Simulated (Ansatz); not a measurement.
# ZnS: the cost of one run

Program: Ansatz 0.2.0. Level of theory: DFT LDA, scalar-relativistic, plane waves, PAW. These are calculated values, not measurements.

2 further runs of the same task are left out: 2 set aside as unsound or not needed.

## Step 1: The structure to begin with

Symmetry: F-43m, No. 216, cubic system. Conventional cell: a = 5.297 Å, b = 5.297 Å, c = 5.297 Å, α = 90.00°, β = 90.00°, γ = 90.00°. Zn (site symmetry -43m) is surrounded by 4 S at 2.29 Å. S (site symmetry -43m) has 4 Zn at 2.29 Å as nearest neighbours.

Structure file:

```cif
data_structure
_symmetry_space_group_name_H-M 'P 1'
_symmetry_Int_Tables_number 1
_cell_length_a 3.7453
_cell_length_b 3.7453
_cell_length_c 3.7453
_cell_angle_alpha 60.000
_cell_angle_beta 60.000
_cell_angle_gamma 60.000
_cell_volume 37.15
loop_
_atom_site_label
_atom_site_type_symbol
_atom_site_fract_x
_atom_site_fract_y
_atom_site_fract_z
_atom_site_occupancy
Zn1 Zn 0.00000 0.00000 0.00000 1
S1 S 0.75000 0.75000 0.75000 1
```

This cell was relaxed beforehand with the same method: volume 18.57 Å³/atom, gap on the mesh 2.13 eV.

## Step 2: Relaxing at 6 GPa

What is minimised here is the enthalpy; the energy can go up as the cell is squeezed.

The input, input.yaml:

```yaml
crystal:
  lattice:
    - [0.0, 2.648344701, 2.648344701]
    - [2.648344701, 0.0, 2.648344701]
    - [2.648344701, 2.648344701, 0.0]
  atoms:
    - { symbol: Zn, position: [0.0, 0.0, 0.0] }
    - { symbol: S, position: [0.75, 0.75, 0.75] }
basis:
  ecutwfc: 420
kpoints:
  mp_grid: { grid: [10, 10, 10] }
hamiltonian:
  xc: lda
scf:
  occupations: { method: fixed }
output:
  forces: true
  stress: true
  eigenvalues: true
relax:
  adjacent_minimum: "off"
  f_tol: 0.001
  max_steps: 60
  cell: { stress_tol: 0.02, p_target: 6.0 }
```

Started as:

```
ansatz run input.yaml --threads 1 --pin off --max-ram 3072MiB --backend cpu --events-out ev --progress --plain --runs-dir out
```

What time and memory should one allow on 1 thread of Intel Xeon at 2.50GHz (Skylake/Cascade Lake), shared host?

About 37 s, with a peak of 0.34 GiB.
